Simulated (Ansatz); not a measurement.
C3H9NSi, SMILES C=C[SiH](C)N, a single point in a Gaussian basis

With the Python package of Ansatz (0.2.0).

Run as a notebook:

```python
import ansatz
```

```python
geometry_ang = [
    ("C", [-1.9807, 0.85, 0.4221]),
    ("C", [-1.322, 0.249, -0.5268]),
    ("Si", [0.4457, -0.0999, -0.4967]),
    ("C", [0.9601, -1.6597, 0.3906]),
    ("N", [1.2587, 1.22, 0.2232]),
    ("H", [-3.0967, 1.0682, 0.2852]),
    ("H", [-1.5465, 1.2842, 1.3227]),
    ("H", [-1.7785, -0.0991, -1.4231]),
    ("H", [0.9991, -0.1142, -1.8228]),
    ("H", [0.4163, -2.5286, -0.0685]),
    ("H", [0.5334, -1.6492, 1.4548]),
    ("H", [1.9848, -1.8428, 0.4221]),
    ("H", [0.884, 2.1056, -0.2271]),
    ("H", [2.2292, 1.1872, 0.0732]),
]
molecule = ansatz.Crystal.molecule()
for symbol, xyz in geometry_ang:
    molecule = molecule.atom(symbol, xyz)

base = (
    molecule.calculation()
    .basis(gaussian="def2-TZVP")
    .functional("b3lyp")
    .scf(lower_state_search="off")
)
rep = base.session().plan(threads=1).execute().report
```

    

```python
print(f"E = {rep['free_energy_ev']:.6f} eV = {rep['free_energy_ev'] / 27.211386246:.7f} Ha")
print("converged:", rep["converged"], " doubts:", rep["published_state_doubts"] or "none")
```

    E = -12628.386237 eV = -464.0846344 Ha
    converged: True  doubts: none

```python
field = rep["mean_field"]
print("<S^2> =", round(abs(field["state"]["spin_squared"]), 4), " relativity:", field["relativity"])
print("passes:", field["passes"])
if "symmetry" in field:
    print("occupied orbitals by irrep:", field["symmetry"]["occupied"])
```

    <S^2> = 0.0  relativity: none
    passes: {'evaluations': 16, 'products': 0}
    occupied orbitals by irrep: [{'A': 24}, {'A': 24}]

Caveats:
- The settings weren't tested for convergence.
- The geometry is a force-field or estimated start, not a minimum of this method, and the basis set is short of its limit.
- b3lyp holds the VWN-RPA fit, as in Gaussian; the form of ORCA and Turbomole is b3lyp5.
- It ran for 3.9 s on 1 thread of Intel(R) Xeon(R) 6975P-C (Granite Rapids) (shared host), peak memory 0.44 GiB.

(Lines on the test bed's own set-up are left out of the output.)
